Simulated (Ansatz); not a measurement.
# Ta: the cost of one run

Computed with Ansatz 0.2.0 (DFT PBEsol, scalar-relativistic, plane waves, PAW, unless a step's input says otherwise).

2 further runs of the same task are left out: 2 set aside as unsound or not needed. Runs told in other sessions of the task aren't counted.

### Step 1. The structure to begin with

The structure is cubic, space group Im-3m (No. 229). The conventional cell has a = 3.281 Å, b = 3.281 Å, c = 3.281 Å, α = 90.00°, β = 90.00°, γ = 90.00°. Ta (site symmetry m-3m) is surrounded by 8 Ta at 2.84 Å.

Structure file:

```cif
data_structure
_symmetry_space_group_name_H-M 'Im-3m'
_symmetry_Int_Tables_number 229
_cell_length_a 3.2805
_cell_length_b 3.2805
_cell_length_c 3.2805
_cell_angle_alpha 90.000
_cell_angle_beta 90.000
_cell_angle_gamma 90.000
_cell_volume 35.30
loop_
_atom_site_label
_atom_site_type_symbol
_atom_site_symmetry_multiplicity
_atom_site_Wyckoff_symbol
_atom_site_fract_x
_atom_site_fract_y
_atom_site_fract_z
_atom_site_occupancy
Ta1 Ta 2 a 0.00000 0.00000 0.00000 1
```

It is built from the cell relaxed beforehand with the same method (17.65 Å³/atom).

### Step 2. Zero of the scan

Input file input.yaml:

```yaml
crystal:
  lattice:
    - [-1.6402597622, 1.6402597622, 1.6402597622]
    - [1.6402597622, -1.6402597622, 1.6402597622]
    - [3.2805195245, 3.2805195245, 0.0]
  atoms:
    - { symbol: Ta, position: [0.0, 0.0, 0.0] }
    - { symbol: Ta, position: [0.5, 0.5, 0.5] }
basis:
  ecutwfc: 420
kpoints:
  mp_grid: { grid: [22, 22, 14] }
hamiltonian:
  xc: pbesol
scf:
  occupations: { method: gaussian, width: 0.15 }
output:
  forces: true
  stress: true
  eigenvalues: true
```

Command:

```console
ansatz run input.yaml --threads 2 --pin off --max-ram 5120MiB --backend cpu --events-out ev --progress --plain --runs-dir out
```

**Question.** How long does this run take on 2 threads of Arm Neoverse V2, shared host, and how much memory does it need?

About 13 s, with a peak of 0.74 GiB.
